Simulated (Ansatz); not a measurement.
# F₂H₅NSi₂: how energies converge with the basis set

Aim: see how fast density functionals converge with the basis set for F₂H₅NSi₂.

Program: Ansatz 0.2.0, Gaussian basis. Level of theory: one geometry, several basis sets. These are calculated values, not measurements.

Levels to be run: PBE0-D4/def2-SVP; ωB97M-V/def2-SVP; PBE0-D4/def2-QZVPP; ωB97M-V/def2-QZVPP; the functionals' def2-TZVPP values are taken from earlier runs.

## 1. Structure used throughout

An earlier PBE0-D4 in a triple-zeta def2 set relaxation fixed the geometry.

10 atoms, charge 0, spin multiplicity 1.

Atoms are counted from 1 here; the program's logs count them from 0.

Bond lengths: N1–Si2 1.690 Å, N1–H6 1.006 Å, N1–H7 1.008 Å, Si2–F3 1.593 Å, Si2–F4 1.598 Å, Si2–Si5 2.334 Å, Si5–H8 1.489 Å, Si5–H9 1.485 Å, Si5–H10 1.486 Å. Angles: Si2–N1–H6 122.0°, Si2–N1–H7 121.7°, H6–N1–H7 112.3°, N1–Si2–F3 106.0°, N1–Si2–F4 113.8°, N1–Si2–Si5 112.2°, F3–Si2–F4 104.5°, F3–Si2–Si5 112.3°, F4–Si2–Si5 107.9°, Si2–Si5–H8 108.6°, Si2–Si5–H9 110.9°, Si2–Si5–H10 109.9°, H8–Si5–H9 109.0°, H8–Si5–H10 108.8°, H9–Si5–H10 109.6°.

Coordinates:

```
N    -0.9287    0.8440   -1.2668
Si   -0.1827   -0.5253   -0.6149
F     0.8341   -1.0428   -1.7267
F    -1.1780   -1.7527   -0.3798
Si    0.8800   -0.0678    1.4119
H    -1.5375    1.4299   -0.7208
H    -1.0978    0.9345   -2.2559
H    -0.0810    0.6380    2.3032
H     1.3216   -1.3225    2.0726
H     2.0533    0.8136    1.1803
```

## 2. PBE0-D4 in def2-SVP

The input, in.yaml:

```yaml
crystal:
  periodic: [false, false, false]
  atoms:
    - {symbol: N, position_ang: [-0.928750, 0.844003, -1.266831]}
    - {symbol: Si, position_ang: [-0.182697, -0.525336, -0.614889]}
    - {symbol: F, position_ang: [0.834091, -1.042829, -1.726667]}
    - {symbol: F, position_ang: [-1.177992, -1.752724, -0.379849]}
    - {symbol: Si, position_ang: [0.879972, -0.067772, 1.411877]}
    - {symbol: H, position_ang: [-1.537482, 1.429868, -0.720756]}
    - {symbol: H, position_ang: [-1.097836, 0.934533, -2.255919]}
    - {symbol: H, position_ang: [-0.080965, 0.637977, 2.303225]}
    - {symbol: H, position_ang: [1.321602, -1.322546, 2.072648]}
    - {symbol: H, position_ang: [2.053258, 0.813626, 1.180262]}
basis:
  gaussian: {orbitals: def2-SVP}
hamiltonian: {xc: pbe0, dispersion: d4}
output: {orbitals: {seedname: orbitals}}
```

Started as:

```console
$ ansatz run in.yaml --threads 4 --pin off --events-out ev --progress --plain --max-ram 10444MiB
```

After this run come: ωB97M-V in def2-SVP; PBE0-D4 in def2-QZVPP; ωB97M-V in def2-QZVPP.

Before running them: what should the planned runs give, taken together? Wanted: PBE0-D4: double and triple zeta above quadruple; ωB97M-V: double and triple zeta above quadruple.

**Answer**, as computed:

| quantity | value |
| --- | --- |
| PBE0-D4: double and triple zeta above quadruple | 15.65, 0.95 eV |
| ωB97M-V: double and triple zeta above quadruple | 15.81, 0.89 eV |

In words: PBE0-D4 gains 14.70 eV from double to triple zeta, then 0.95 eV more. Total energies overstate the basis error of differences, where much of it tends to cancel. The LUMO of ωB97M-V is positive and keeps falling with the basis (2.13 to 1.38 eV): an unbound level that the basis holds in place.
